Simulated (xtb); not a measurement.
# triplet C2H10Si3 at 3 levels

Wanted: a comparison of 3 runs (GFN2-xTB, GFN0-xTB, GFN1-xTB) of triplet C2H10Si3. 

The results are computed with xtb 6.7.1.

8 further runs of the same task are left out: 8 set aside as unsound or not needed.

### Step 1. The molecule

The species is C2H10Si3 (15 atoms), meant as a triplet with charge 0. As SMILES of the parent species, `[SiH3][SiH]1CC[SiH2]1`. The shape is that of a GFN2-xTB optimisation. That shape belongs to the parent species and isn't relaxed for this state.

Bond lengths: Si1–Si2 2.314 Å, Si2–C3 1.936 Å, C3–C4 1.547 Å, Si2–Si5 2.340 Å, C4–Si5 1.922 Å, Si1–H6 1.466 Å, Si1–H7 1.465 Å, Si1–H8 1.466 Å, Si2–H9 1.482 Å, C3–H10 1.090 Å, C3–H11 1.090 Å, C4–H12 1.090 Å, C4–H13 1.089 Å, Si5–H14 1.469 Å, Si5–H15 1.469 Å. Some angles: Si1–Si2–C3 115.2°, Si1–Si2–Si5 125.1°, C3–Si2–Si5 77.8°, Si2–C3–C4 101.5°, C3–C4–Si5 101.9°, Si2–Si5–C4 78.2°, Si1–Si2–H9 110.0°, C3–Si2–H9 108.9°, Si5–Si2–H9 115.1°, Si2–Si1–H6 110.1°.

### Step 2. Energy and gradient at GFN2-xTB (run 1)

Input file .CHRG:

```
0
```

Input file .UHF:

```
2
```

Input file input.xyz:

```xyz
15

Si    -1.55001    -2.05276     0.58053
Si     0.16217    -0.51132     0.80210
C      1.13773    -0.12476    -0.82518
C      0.84682     1.38337    -1.00911
Si    -0.08232     1.80917     0.61914
H     -2.38277    -2.05648     1.78662
H     -2.43652    -1.73983    -0.54342
H     -1.10567    -3.43555     0.37948
H      1.11957    -0.96183     1.83940
H      2.20765    -0.30185    -0.71719
H      0.82173    -0.70391    -1.69277
H      0.22866     1.55330    -1.89055
H      1.76160     1.95307    -1.16710
H      0.66238     2.75771     1.45795
H     -1.39102     2.43168     0.38010
```

On the command line:

```bash
$ xtb input.xyz --grad --gfn2 --json > run.log
```

The log of the run:

```text
* xtb version 6.7.1
[...]
          :  # basis functions                  48          :
[...]
          :  # electrons                        30          :
[...]
          :  Hamiltonian                  GFN2-xTB          :
[...]
          :  net charge                          0          :
          :  unpaired electrons                  2          :
[...]
   *** convergence criteria satisfied after 16 iterations ***
[...]
         ::                     SUMMARY                     ::
         :::::::::::::::::::::::::::::::::::::::::::::::::::::
         :: total energy             -14.383096721613 Eh    ::
         :: gradient norm              0.058774595409 Eh/a0 ::
         :: HOMO-LUMO gap              0.497013588483 eV    ::
         ::.................................................::
         :: SCC energy               -14.547672607940 Eh    ::
         :: -> isotropic ES            0.022452023416 Eh    ::
         :: -> anisotropic ES          0.001462324496 Eh    ::
         :: -> anisotropic XC          0.007376322194 Eh    ::
         :: -> dispersion             -0.011251877050 Eh    ::
         :: repulsion energy           0.164575886328 Eh    ::
         :: add. restraining           0.000000000000 Eh    ::
         :: total charge              -0.000000000000 e     ::
         :::::::::::::::::::::::::::::::::::::::::::::::::::::
[...]
        16        0.9999           -0.2150509              -5.8518 (HOMO)
        17        0.0001           -0.1967860              -5.3548 (LUMO)
[...]
     #   Z          covCN         q      C6AA      α(0)
     1  14 Si       3.695     0.342   101.184    19.267
     2  14 Si       3.723     0.300   102.129    19.348
     3   6 C        3.760    -0.167    23.789     6.953
     4   6 C        3.760    -0.149    23.427     6.900
     5  14 Si       3.707     0.358   100.701    19.217
     6   1 H        0.918    -0.125     6.536     3.999
     7   1 H        0.918    -0.126     6.566     4.008
     8   1 H        0.918    -0.111     5.948     3.815
     9   1 H        0.913    -0.126     6.594     4.017
    10   1 H        0.925     0.003     3.011     2.714
    11   1 H        0.925    -0.003     3.108     2.757
    12   1 H        0.925     0.002     3.020     2.718
    13   1 H        0.925     0.005     2.976     2.698
    14   1 H        0.917    -0.095     5.390     3.631
[...]
          | TOTAL ENERGY              -14.383096721613 Eh   |
          | GRADIENT NORM               0.058774595409 Eh/α |
          | HOMO-LUMO GAP               0.497013588483 eV   |
           -------------------------------------------------
[...]
```

Standard error:

```text
normal termination of xtb
```

Wall time 0.12 s (1 thread of AMD EPYC, shared host).

### Step 3. Energy and forces at GFN0-xTB (run 2)

Input file input.xyz:

```xyz
15

Si    -1.550010    -2.052760     0.580530
Si     0.162170    -0.511320     0.802100
C      1.137730    -0.124760    -0.825180
C      0.846820     1.383370    -1.009110
Si    -0.082320     1.809170     0.619140
H     -2.382770    -2.056480     1.786620
H     -2.436520    -1.739830    -0.543420
H     -1.105670    -3.435550     0.379480
H      1.119570    -0.961830     1.839400
H      2.207650    -0.301850    -0.717190
H      0.821730    -0.703910    -1.692770
H      0.228660     1.553300    -1.890550
H      1.761600     1.953070    -1.167100
H      0.662380     2.757710     1.457950
H     -1.391020     2.431680     0.380100
```

On the command line:

```bash
$ xtb --uhf 2 --gfn 0 --grad -- input.xyz > run.log
```

The log of the run:

```text
* xtb version 6.7.1
[...]
          :  # basis functions                  58          :
[...]
          :  # electrons                        30          :
[...]
 Zeroth order Hamiltonian       ...        0 min,  0.002 sec (  8.868%)
[...]
         ::                     SUMMARY                     ::
         :::::::::::::::::::::::::::::::::::::::::::::::::::::
         :: total energy             -15.106060844848 Eh    ::
         :: gradient norm              0.058349423648 Eh/a0 ::
         :: HOMO-LUMO gap              0.417686579386 eV    ::
         ::.................................................::
         :: H0 energy                -15.212147011235 Eh    ::
         :: repulsion energy           0.192889985889 Eh    ::
         :: electrostat energy        -0.082130445537 Eh    ::
         :: -> Gsolv                   0.000000000000 Eh    ::
         ::    -> Gsasa                0.000000000000 Eh    ::
         ::    -> Gshift               0.000000000000 Eh    ::
         :: dispersion energy         -0.004673373966 Eh    ::
         :: short-range corr.          0.000000000000 Eh    ::
         :: add. restraining           0.000000000000 Eh    ::
         :: total charge               0.000000000000 e     ::
         :::::::::::::::::::::::::::::::::::::::::::::::::::::
[...]
        16        0.9997           -0.2750473              -7.4844 (HOMO)
        17        0.0003           -0.2596976              -7.0667 (LUMO)
[...]
     #   Z          covCN         q      C6AA      α(0)
     1  14 Si       3.695     0.370   141.924    22.023
     2  14 Si       3.723     0.300   144.332    22.200
     3   6 C        3.760    -0.381    32.158     8.181
     4   6 C        3.760    -0.382    32.182     8.184
     5  14 Si       3.707     0.404   140.679    21.922
     6   1 H        0.918    -0.132     6.831     4.088
     7   1 H        0.918    -0.126     6.578     4.011
     8   1 H        0.918    -0.122     6.417     3.962
     9   1 H        0.913    -0.125     6.538     4.000
    10   1 H        0.925     0.114     1.659     2.014
    11   1 H        0.925     0.105     1.740     2.063
    12   1 H        0.925     0.110     1.693     2.035
    13   1 H        0.925     0.116     1.647     2.007
    14   1 H        0.917    -0.123     6.429     3.966
[...]
          | TOTAL ENERGY              -15.106060844848 Eh   |
          | GRADIENT NORM               0.058349423648 Eh/α |
          | HOMO-LUMO GAP               0.417686579386 eV   |
           -------------------------------------------------
[...]
```

Standard error:

```text
normal termination of xtb
```

It took 0.1 s on 1 thread of AMD EPYC, shared host.

### Step 4. Energy and forces at GFN1-xTB (run 3)

.CHRG is that of step 2.

.UHF is that of step 2.

Input file mol.xyz:

```xyz
15

Si    -1.550010    -2.052760     0.580530
Si     0.162170    -0.511320     0.802100
C      1.137730    -0.124760    -0.825180
C      0.846820     1.383370    -1.009110
Si    -0.082320     1.809170     0.619140
H     -2.382770    -2.056480     1.786620
H     -2.436520    -1.739830    -0.543420
H     -1.105670    -3.435550     0.379480
H      1.119570    -0.961830     1.839400
H      2.207650    -0.301850    -0.717190
H      0.821730    -0.703910    -1.692770
H      0.228660     1.553300    -1.890550
H      1.761600     1.953070    -1.167100
H      0.662380     2.757710     1.457950
H     -1.391020     2.431680     0.380100
```

On the command line:

```bash
$ xtb mol.xyz --json --grad --gfn 1 > mol.out 2> xtb.err
```

The log of the run:

```text
* xtb version 6.7.1
[...]
          :  # basis functions                  58          :
[...]
          :  # electrons                        30          :
[...]
          :  Hamiltonian                  GFN1-xTB          :
[...]
          :  net charge                          0          :
          :  unpaired electrons                  2          :
[...]
   *** convergence criteria satisfied after 11 iterations ***
[...]
         ::                     SUMMARY                     ::
         :::::::::::::::::::::::::::::::::::::::::::::::::::::
         :: total energy             -14.996622635338 Eh    ::
         :: gradient norm              0.042048468988 Eh/a0 ::
         :: HOMO-LUMO gap              0.315205273729 eV    ::
         ::.................................................::
         :: SCC energy               -15.157860066630 Eh    ::
         :: -> electrostatic           0.005318620827 Eh    ::
         :: repulsion energy           0.167695953479 Eh    ::
         :: dispersion energy         -0.006458522187 Eh    ::
         :: halogen bond corr.         0.000000000000 Eh    ::
         :: add. restraining           0.000000000000 Eh    ::
         :: total charge              -0.000000000009 e     ::
         :::::::::::::::::::::::::::::::::::::::::::::::::::::
[...]
        16        0.9978           -0.2571129              -6.9964 (HOMO)
        17        0.0022           -0.2455293              -6.6812 (LUMO)
[...]
          | TOTAL ENERGY              -14.996622635338 Eh   |
          | GRADIENT NORM               0.042048468988 Eh/α |
          | HOMO-LUMO GAP               0.315205273729 eV   |
           -------------------------------------------------
[...]
```

Standard error:

```text
normal termination of xtb
```

Run time: 0.14 s. Hardware: 1 thread of AMD EPYC, shared host.

### Step 5. Overview of the runs

```csv
run,level,energy (Eh),dipole moment (D),HOMO energy (eV),LUMO energy (eV),wall time
1,GFN2-xTB,-14.383097,0.34,-5.85,-5.35,0.12 s
2,GFN0-xTB,-15.106061,0.89,-7.48,-7.07,0.1 s
3,GFN1-xTB,-14.996623,1.65,-7.00,-6.68,0.14 s
```

### Step 6. Results

| quantity | value |
| --- | --- |
| run 3: total energy | -14.99662 Eh |
| run 3: dipole moment | 1.65 D |
| run 3: HOMO energy (partly filled) | -7.00 eV |
| run 3: LUMO energy | -6.68 eV |
| run 3: dispersion energy | -16.96 kJ/mol |
| run 3: largest force on an atom | 1.265 eV/Å |

In words: The dipole moment (its size) runs from 0.34 D (GFN2-xTB) to 1.65 D (GFN1-xTB). Force-field and semi-empirical energies have zeros of their own, so their totals don't compare. All runs together took 0.36 s, the longest 0.14 s.
